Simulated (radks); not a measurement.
**Ionisation of Tl: one atom, several choices of relativity**

One table from this session's results is given with a row withheld; the runs are named, their logs left out.

Program: radks (a radial shooting solver on a logarithmic mesh, Libxc functionals) version 1. Level of theory: Kohn-Sham, BLYP, spin-unpolarised, spherical densities. These are calculated values, not measurements, unless marked.

**What is computed**

```
element       : thallium (Z = 81)
charge        : 0
electrons     : 81
configuration : [Hg] 6p1
ion           : Tl⁺, [Hg]
choices       : non-relativistic; scalar-relativistic; Dirac, 2j+1 shares; Dirac, low j first; scalar-relativistic, finite nucleus; Dirac, 2j+1 shares, finite nucleus; Dirac, c × 1.5; Dirac, c × 100; Dirac, c × 10
```

Set-up of the first run:

Settings of this run:

```text
Z 81
configuration [Hg] 6p1 7s0 5f0
relativity non-relativistic
functional b88,lyp
spin unpolarised
nucleus point
```

Among the steps run: non-relativistic: Tl.

One of the session's tables, all rows but one given; the rest of the session is left out.

It belongs to the step «non-relativistic: Tl». Radial moments (bohr):

| level | <r> | outermost maximum (interpolated) | 90 % within | nodes |
| --- | --- | --- | --- | --- |
| 4p | 0.4370 | 0.407 | 0.632 | 2 |
| 4d | 0.4425 | 0.398 | 0.658 | 1 |
| 4f | 0.4574 | 0.353 | 0.725 | 0 |
| 5s | 0.9739 | 0.894 | 1.39 | 4 |
| 5p | 1.051 | 0.943 | 1.52 | 3 |
| 5d | 1.361 | 1.11 | 2.08 | 2 |
| 6s | 2.830 | 2.36 | 4.21 | 5 |
| 6p | ? | ? | ? | ? |

**Question.** Estimate the row for 6p.

**Answer.** <r>: 3.893; outermost maximum (interpolated): 3.01; 90 % within: 6.05; nodes: 4. In the column «<r>» it is the highest.

To keep in mind: Spin polarisation and multiplet splitting of open shells are left out at every level.
